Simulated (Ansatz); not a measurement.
# AlH₄NO₂: one species, many methods

The task here is to estimate one member of a computed series from the others.

Program: Ansatz 0.2.0, Gaussian basis. Level of theory: functionals in def2-TZVPP, the program's frozen cores in correlated methods. These are calculated values, not measurements.

Plan: LDA (SPW92), PBE-D4, revPBE-D4, BLYP-D4, r2SCAN-D4, B97M-V, PBE0-D4, B3LYP-D4, r2SCANh-D4, r2SCAN0-D4, HSE06-D4, BHLYP-D4, CAM-B3LYP-D4, LC-ωPBE, ωB97X-V, ωB97M-V, B2PLYP, PBE-QIDH; CCSD(T)/def2-SVP; CCSD(T)/def2-TZVPP; CCSD(T)/def2-QZVPP; extrapolation to the limit; RPA on PBE.

## Structure used throughout

All runs share one geometry, relaxed beforehand with PBE0-D4 in a triple-zeta def2 set.

SMILES `[NH2][Al]([OH])[OH]`, 8 atoms, charge 0, spin multiplicity 1.

Atoms are counted from 1 here; the program's logs count them from 0.

Bond lengths: N1–Al2 1.760 Å, N1–H5 1.005 Å, N1–H6 1.006 Å, Al2–O3 1.695 Å, Al2–O4 1.692 Å, O3–H7 0.954 Å, O4–H8 0.955 Å. Angles: Al2–N1–H5 126.0°, Al2–N1–H6 123.5°, H5–N1–H6 110.5°, N1–Al2–O3 123.6°, N1–Al2–O4 117.6°, O3–Al2–O4 118.8°, Al2–O3–H7 124.8°, Al2–O4–H8 122.2°.

Set-up of the first run:

File in.yaml:

```yaml
crystal:
  periodic: [false, false, false]
  atoms:
    - {symbol: N, position_ang: [-0.453429, 1.370910, 0.159025]}
    - {symbol: Al, position_ang: [0.021873, -0.314298, -0.015219]}
    - {symbol: O, position_ang: [1.569448, -0.806071, -0.500936]}
    - {symbol: O, position_ang: [-1.140118, -1.496126, 0.324229]}
    - {symbol: H, position_ang: [0.132756, 2.170044, -0.009024]}
    - {symbol: H, position_ang: [-1.372578, 1.661963, 0.447701]}
    - {symbol: H, position_ang: [2.286991, -0.213761, -0.712702]}
    - {symbol: H, position_ang: [-0.952843, -2.429760, 0.251225]}
basis:
  gaussian: {orbitals: def2-TZVPP}
hamiltonian: {xc: lda}
output: {orbitals: {seedname: orbitals}}
```

Command:

```
ansatz run in.yaml --threads 2 --pin off --events-out ev --progress --plain --max-ram 32768MiB --backend cpu
```

Steps of the session up to this table: LDA; PBE-D4 (GGA); revPBE-D4 (GGA); BLYP-D4 (GGA); r2SCAN-D4 (meta-GGA); B97M-V (meta-GGA); PBE0-D4 (hybrid); B3LYP-D4 (hybrid); r2SCANh-D4 (hybrid); r2SCAN0-D4 (hybrid); HSE06-D4 (hybrid); BHLYP-D4 (hybrid); CAM-B3LYP-D4 (range-separated); LC-ωPBE (range-separated); ωB97X-V (range-separated); ωB97M-V (range-separated); B2PLYP (double hybrid); PBE-QIDH (double hybrid).

One of the session's tables, all rows but one given; the rest of the session is left out.

It belongs to the step «Frontier levels by functional». 

```
  functional  HOMO (eV)  gap (eV)
 LDA (SPW92)      -6.07      4.88
      PBE-D4      -5.88      4.88
   revPBE-D4      -5.81      4.93
     BLYP-D4      -5.76      4.75
   r2SCAN-D4      -6.19      5.74
      B97M-V      -6.22      5.39
     PBE0-D4      -7.34      7.18
    B3LYP-D4      -7.09      6.59
  r2SCANh-D4          ?         ?
  r2SCAN0-D4      -7.56      7.74
    HSE06-D4      -6.93      6.41
    BHLYP-D4      -8.71      9.20
CAM-B3LYP-D4      -8.82      9.45
     LC-ωPBE     -10.28     12.24
     ωB97X-V      -9.86     11.59
     ωB97M-V      -9.76     11.11
```

Q: Estimate the row for r2SCANh-D4 from the others.

Worked estimate for «HOMO (eV)». Against the share of exact exchange, r2SCAN-D4 (0, -6.19), r2SCAN0-D4 (0.25, -7.56) give a slope of -5.48 per unit share; at 0.1 the line stands at -6.74.

The run gave: HOMO (eV): -6.74; gap (eV): 6.54. In «HOMO (eV)» the line misses by 0.00.
